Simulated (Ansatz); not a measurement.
# AsFH4Si, SMILES F[SiH2][AsH2]: a saddle search for pyramidal inversion

Program: Ansatz 0.2.0 through its Python package.

Script `ts.py`:
```python
import itertools
import logging
import sys
import warnings

import ansatz
from ase.data import atomic_numbers, covalent_radii
import numpy as np

logging.basicConfig(stream=sys.stdout, format="%(name)s: %(message)s")
logger = logging.getLogger("asfh4si")
logger.setLevel(logging.INFO)

warnings.simplefilter("ignore", ansatz.DeckWarning)

geometry = (
    ansatz.Crystal.molecule()
    .atom("F", [-2.1431, -0.1132, 0.2623])
    .atom("Si", [-0.6809, -0.1961, -0.4814])
    .atom("As", [0.9226, -0.4057, 1.1409])
    .atom("H", [-0.5765, -1.3632, -1.3603])
    .atom("H", [-0.4135, 1.0079, -1.2943])
    .atom("H", [0.8275, 1.1145, 1.5546])
    .atom("H", [2.1252, -0.1122, 0.1326])
)

setup = (
    geometry.calculation()
    .basis(gaussian="def2-SVP")
    .functional("PBE0")
    .accuracy("medium")
)
symbols = [site.symbol for site in geometry.cartesian_sites]
start = np.array([site.position_ang for site in geometry.cartesian_sites], dtype=float)
rep = setup.relax(force_tolerance=0.005).run().report
end = np.array(rep["positions_ang"])

a, b, d = end[[1, 5, 6]]
normal = np.cross(b - a, d - a)
normal /= np.linalg.norm(normal)
flat = end.copy()
flat[2] -= 0.8 * ((end[2] - a) @ normal) * normal
guess = np.zeros_like(flat)
guess[2] = normal
near = ansatz.Crystal.molecule()
for symbol, place in zip(symbols, flat):
    near = near.atom(symbol, place.tolist())
search = near.calculation()
search = search.basis(gaussian="def2-SVP")
search = search.functional("PBE0")
search = search.accuracy("medium")
search = search.saddle(mode_guess=guess.tolist(), force_tolerance=0.01, max_steps=40)
steps = []
top = search.session().plan().execute(on_event=lambda e: steps.append(e["data"]) if e["event"] == "saddle_step" else None).report
for s in steps:
    logger.info(f"step {s['step']:2d}  E = {s['lagrangian_ev']:.5f} eV  force {s['allowed_force_max_ev_ang']:.4f} eV/A  curvature {s['curvature_ev_ang2']:.3f} eV/A^2")
logger.info(f"minimum {rep['free_energy_ev']:.5f} eV, saddle {top['free_energy_ev']:.5f} eV")
logger.info(f"electronic barrier {23.060548 * (top['free_energy_ev'] - rep['free_energy_ev']):.2f} kcal/mol")
saddle = np.array(top["positions_ang"])
radius = [covalent_radii[atomic_numbers[s]] for s in symbols]
span = lambda where, i, j: np.linalg.norm(where[i] - where[j])
bonded = [(i, j) for i, j in itertools.combinations(range(len(symbols)), 2) if min(span(end, i, j), span(saddle, i, j)) < 1.2 * (radius[i] + radius[j])]
logger.info("pair        before    after (A)")
for i, j in bonded:
    print(f"{symbols[i]}{i}-{symbols[j]}{j}".ljust(10), f"{span(end, i, j):8.4f} {span(saddle, i, j):8.4f}")
```

```console
$ python ts.py
asfh4si: step  1  E = -71472.49653 eV  force 9.6271 eV/A  curvature -35.294 eV/A^2
asfh4si: step  2  E = -71474.20256 eV  force 5.4998 eV/A  curvature -24.411 eV/A^2
asfh4si: step  3  E = -71475.09866 eV  force 2.8378 eV/A  curvature -17.115 eV/A^2
asfh4si: step  4  E = -71475.59763 eV  force 0.8804 eV/A  curvature -10.383 eV/A^2
asfh4si: step  5  E = -71475.65748 eV  force 0.2360 eV/A  curvature -8.763 eV/A^2
asfh4si: step  6  E = -71475.67590 eV  force 0.2199 eV/A  curvature -8.267 eV/A^2
asfh4si: step  7  E = -71475.68667 eV  force 0.3888 eV/A  curvature -8.037 eV/A^2
asfh4si: step  8  E = -71475.69705 eV  force 0.3013 eV/A  curvature -8.238 eV/A^2
asfh4si: step  9  E = -71475.70713 eV  force 0.1471 eV/A  curvature -8.421 eV/A^2
asfh4si: step 10  E = -71475.71965 eV  force 0.1929 eV/A  curvature -8.318 eV/A^2
asfh4si: step 11  E = -71475.73542 eV  force 0.2260 eV/A  curvature -8.408 eV/A^2
asfh4si: step 12  E = -71475.73997 eV  force 0.2020 eV/A  curvature -8.217 eV/A^2
asfh4si: step 13  E = -71475.73793 eV  force 0.2938 eV/A  curvature -8.825 eV/A^2
asfh4si: step 14  E = -71475.74307 eV  force 0.0295 eV/A  curvature -8.432 eV/A^2
asfh4si: step 15  E = -71475.74338 eV  force 0.0202 eV/A  curvature -8.454 eV/A^2
asfh4si: step 16  E = -71475.74367 eV  force 0.0173 eV/A  curvature -8.470 eV/A^2
asfh4si: step 17  E = -71475.74356 eV  force 0.0296 eV/A  curvature -8.443 eV/A^2
asfh4si: step 18  E = -71475.74376 eV  force 0.0027 eV/A  curvature -8.503 eV/A^2
asfh4si: minimum -71476.86616 eV, saddle -71475.74378 eV
asfh4si: electronic barrier 25.88 kcal/mol
asfh4si: pair        before    after (A)
F0-Si1       1.6286   1.6270
Si1-As2      2.3611   2.2493
Si1-H3       1.4912   1.4842
Si1-H4       1.4906   1.4842
As2-H5       1.5250   1.4833
As2-H6       1.5281   1.4832
```

What to keep in mind:
- These settings explore the input space; basis and method may be short of convergence.
- The energies are electronic: no zero-point or thermal terms, and the basis set is short of its limit. No separate frequency run checks the order of the saddle point.
- Run time: 5 min on 1 thread of Intel(R) Xeon(R) Platinum 8488C (Sapphire Rapids) (shared host), peak memory 0.25 GiB.

(Lines on the test bed's own set-up are left out of the output.)
